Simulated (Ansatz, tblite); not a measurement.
# The cluster Te4As+: rung by rung

Aim: run the singlet of the cluster Te4As+ at one geometry on many levels, and compare frontier levels, spin and run time.

The runs use Ansatz 0.2.0, Gaussian basis; as each input shows.

Levels to be run: GFN1-xTB, GFN2-xTB, PBE-D4/def2-TZVP, r2SCAN-D4/def2-TZVP, BHLYP-D4/def2-TZVP, HSE06-D4/def2-TZVP, LC-ωPBE(0.10)/def2-SVP, LC-ωPBE(0.15)/def2-SVP, LC-ωPBE(0.20)/def2-SVP, LC-ωPBE(0.30)/def2-SVP, PBE-D4/def2-SVP, PBE0-D4/def2-SVP, CCSD(T)/def2-SVP, MP2/def2-TZVP, RPA/def2-TZVP.

5 further runs of the same task are left out: 5 set aside as unsound or not needed. Runs told in other sessions of the task aren't counted.

**1. The relaxed structure**

The singlet was relaxed beforehand with PBE-D4/def2-SVP. At that level it is the lowest of the isomers that a small search found.

5 atoms, charge 1, spin multiplicity 1.

Bond lengths: As1–Te2 2.664 Å, As1–Te3 2.652 Å, As1–Te4 2.697 Å, Te2–Te5 2.760 Å, Te3–Te4 2.768 Å, Te4–Te5 2.818 Å. Angles: Te2–As1–Te3 106.9°, Te2–As1–Te4 92.6°, Te3–As1–Te4 62.3°, As1–Te2–Te5 90.6°, As1–Te3–Te4 59.6°, As1–Te4–Te3 58.0°, As1–Te4–Te5 88.7°, Te3–Te4–Te5 106.2°, Te2–Te5–Te4 88.0°.

Te takes a core potential in the def2 sets. No spin-orbit coupling is included. The ion is computed in the gas phase, without counter-ions or solvent.

PBE0-D4/def2-TZVP was run before; its log isn't repeated, and its numbers join the tables.

**2. GFN1-xTB**

Tight binding, by tblite at 300 K electronic temperature and without a spin-polarisation term:

```python
tblite.interface.Calculator('GFN1-xTB', numbers, positions, charge=1, uhf=0).singlepoint()
```

Energy -467.3376 eV, HOMO -15.00 eV, LUMO -13.56 eV; 0.006 s.

**3. GFN2-xTB**

Tight binding, by tblite at 300 K electronic temperature and without a spin-polarisation term:

```python
tblite.interface.Calculator('GFN2-xTB', numbers, positions, charge=1, uhf=0).singlepoint()
```

Energy -392.3902 eV, HOMO -15.29 eV, LUMO -13.58 eV; 0.009 s.

**4. PBE-D4/def2-TZVP**

start.molden holds the orbitals of an earlier run on this state, given as this run's starting guess.

in.yaml reads:

```yaml
crystal:
  periodic: [false, false, false]
  atoms:
    - {symbol: As, position_ang: [0.748406, 1.084573, 1.004515]}
    - {symbol: Te, position_ang: [2.049055, -0.929496, -0.156749]}
    - {symbol: Te, position_ang: [-0.811279, 2.166767, -0.847107]}
    - {symbol: Te, position_ang: [-1.656490, -0.056163, 0.569891]}
    - {symbol: Te, position_ang: [-0.329692, -2.265680, -0.570560]}
basis:
  gaussian: {orbitals: def2-TZVP, initial_orbitals: start.molden}
total_charge: 1
hamiltonian: {xc: pbe, dispersion: d4}
scf: {omitted_lower_state_checks: [starts]}
output: {forces: true, orbitals: {seedname: orbitals}}
```

Run with:

```sh
> ansatz run in.yaml --threads 4 --pin off --events-out ev --progress --plain --max-ram 4787MiB
```

Further steps of the session: r2SCAN-D4/def2-TZVP; BHLYP-D4/def2-TZVP; HSE06-D4/def2-TZVP; LC-ωPBE(0.10)/def2-SVP; LC-ωPBE(0.15)/def2-SVP; LC-ωPBE(0.20)/def2-SVP; LC-ωPBE(0.30)/def2-SVP; PBE-D4/def2-SVP; PBE0-D4/def2-SVP; CCSD(T)/def2-SVP; MP2/def2-TZVP; RPA/def2-TZVP.

**Question.** What will the summary of the whole plan be? Wanted: gap in def2-TZVP, named functionals, smallest and largest; gap over the ω; correlation energy, CCSD(T)/def2-SVP; correlation energy, MP2/def2-TZVP; PBE0 total energy, smallest basis above largest.

**Answer**, as computed:

```
                                                 quantity                                 value
gap in def2-TZVP, named functionals, smallest and largest  0.95 eV (PBE-D4), 3.79 eV (BHLYP-D4)
                                  gap over the ω (1/bohr)        3.53 eV at 0.1, 5.78 eV at 0.3
                     correlation energy, CCSD(T)/def2-SVP                             -20.38 eV
                        correlation energy, MP2/def2-TZVP                             -56.95 eV
          PBE0 total energy, smallest basis above largest         8.85 eV (def2-SVP, def2-TZVP)
```

**Reading.** Over the named functionals in def2-TZVP the gap runs from 0.95 eV (PBE-D4) to 3.79 eV (BHLYP-D4); exact exchange widens it. Raising the ω (1/bohr) from 0.1 to 0.3 moves the HOMO by -1.40 eV and the LUMO by +0.85 eV. Notes on CCSD(T)/def2-SVP: large T1 diagnostic.
